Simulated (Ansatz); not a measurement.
# C₃H₅ClOSi: a ladder of functionals and wavefunction methods

One table from this session's results is given with a row withheld; the runs are named, their logs left out.

Method: functionals in def2-TZVPP, the program's frozen cores in correlated methods; program: Ansatz 0.2.0, Gaussian basis.

The runs, in order: LDA (SPW92), PBE-D4, revPBE-D4, BLYP-D4, r2SCAN-D4, B97M-V, PBE0-D4, B3LYP-D4, r2SCANh-D4, r2SCAN0-D4, HSE06-D4, BHLYP-D4, CAM-B3LYP-D4, LC-ωPBE, ωB97X-V, ωB97M-V, B2PLYP, PBE-QIDH; CCSD(T)/def2-SVP; CCSD(T)/def2-TZVPP; MP2/def2-QZVPP; extrapolation to the limit; RPA on PBE.

### Structure used throughout

All runs share one geometry, relaxed beforehand with PBE0-D4 in a triple-zeta def2 set.

SMILES `C=C=C(Cl)O[SiH3]`, 11 atoms, charge 0, spin multiplicity 1.

Atoms are counted from 1 here; the program's logs count them from 0.

Bond lengths: C1–C2 1.298 Å, C1–H7 1.087 Å, C1–H8 1.087 Å, C2–C3 1.302 Å, C3–Cl4 1.745 Å, C3–O5 1.339 Å, O5–Si6 1.670 Å, Si6–H9 1.483 Å, Si6–H10 1.479 Å, Si6–H11 1.481 Å. Angles: C2–C1–H7 121.5°, C2–C1–H8 121.5°, H7–C1–H8 117.0°, C1–C2–C3 178.9°, C2–C3–Cl4 119.8°, C2–C3–O5 124.8°, Cl4–C3–O5 115.4°, C3–O5–Si6 126.8°, O5–Si6–H9 110.2°, O5–Si6–H10 103.6°, O5–Si6–H11 111.1°, H9–Si6–H10 111.1°, H9–Si6–H11 110.3°, H10–Si6–H11 110.4°.

As a file:

```xyz
11
C3H5ClOSi
C     1.1894   -2.4728    0.5886
C     0.6105   -1.4242    0.0870
C     0.0367   -0.3810   -0.4387
Cl   -1.1806   -0.5900   -1.6717
O     0.3263    0.8885   -0.1261
Si   -0.7450    2.1662   -0.0402
H     0.7862   -2.9828    1.4599
H     2.1010   -2.8789    0.1574
H    -1.9537    1.7701    0.7233
H     0.0180    3.2125    0.6740
H    -1.1233    2.6353   -1.3930
```

The first run:

The input, in.yaml:

```yaml
crystal:
  periodic: [false, false, false]
  atoms:
    - {symbol: C, position_ang: [1.189358, -2.472752, 0.588628]}
    - {symbol: C, position_ang: [0.610538, -1.424241, 0.087020]}
    - {symbol: C, position_ang: [0.036694, -0.380989, -0.438656]}
    - {symbol: Cl, position_ang: [-1.180636, -0.589992, -1.671693]}
    - {symbol: O, position_ang: [0.326287, 0.888525, -0.126070]}
    - {symbol: Si, position_ang: [-0.745012, 2.166177, -0.040160]}
    - {symbol: H, position_ang: [0.786213, -2.982786, 1.459878]}
    - {symbol: H, position_ang: [2.101046, -2.878915, 0.157417]}
    - {symbol: H, position_ang: [-1.953717, 1.770141, 0.723270]}
    - {symbol: H, position_ang: [0.017978, 3.212502, 0.673971]}
    - {symbol: H, position_ang: [-1.123347, 2.635332, -1.393003]}
basis:
  gaussian: {orbitals: def2-TZVPP}
hamiltonian: {xc: lda}
output: {orbitals: {seedname: orbitals}}
```

Among the steps run: LDA; PBE-D4 (GGA); revPBE-D4 (GGA); BLYP-D4 (GGA); r2SCAN-D4 (meta-GGA); B97M-V (meta-GGA); PBE0-D4 (hybrid); B3LYP-D4 (hybrid); r2SCANh-D4 (hybrid); r2SCAN0-D4 (hybrid); HSE06-D4 (hybrid); BHLYP-D4 (hybrid); CAM-B3LYP-D4 (range-separated); LC-ωPBE (range-separated); ωB97X-V (range-separated); ωB97M-V (range-separated); B2PLYP (double hybrid); PBE-QIDH (double hybrid).

One of the session's tables, all rows but one given; the rest of the session is left out.

It belongs to the step «Frontier levels by functional». 

```
  functional  HOMO (eV)  gap (eV)
 LDA (SPW92)      -5.83      3.72
      PBE-D4      -5.68      3.82
   revPBE-D4      -5.62      3.85
     BLYP-D4      -5.55      3.85
   r2SCAN-D4      -5.89      4.23
      B97M-V      -5.96      4.39
     PBE0-D4      -6.86      6.01
    B3LYP-D4      -6.66      5.59
  r2SCANh-D4      -6.33      5.04
  r2SCAN0-D4      -7.00      6.26
    HSE06-D4          ?         ?
    BHLYP-D4      -7.94      8.22
CAM-B3LYP-D4      -8.18      8.48
     LC-ωPBE      -9.51     10.97
     ωB97X-V      -9.15     10.53
     ωB97M-V      -9.04     10.28
```

**Question.** Estimate the row for HSE06-D4.

As computed: HOMO (eV): -6.47; gap (eV): 5.23. In the column «HOMO (eV)» it lies between B3LYP-D4 (-6.66) and r2SCANh-D4 (-6.33).
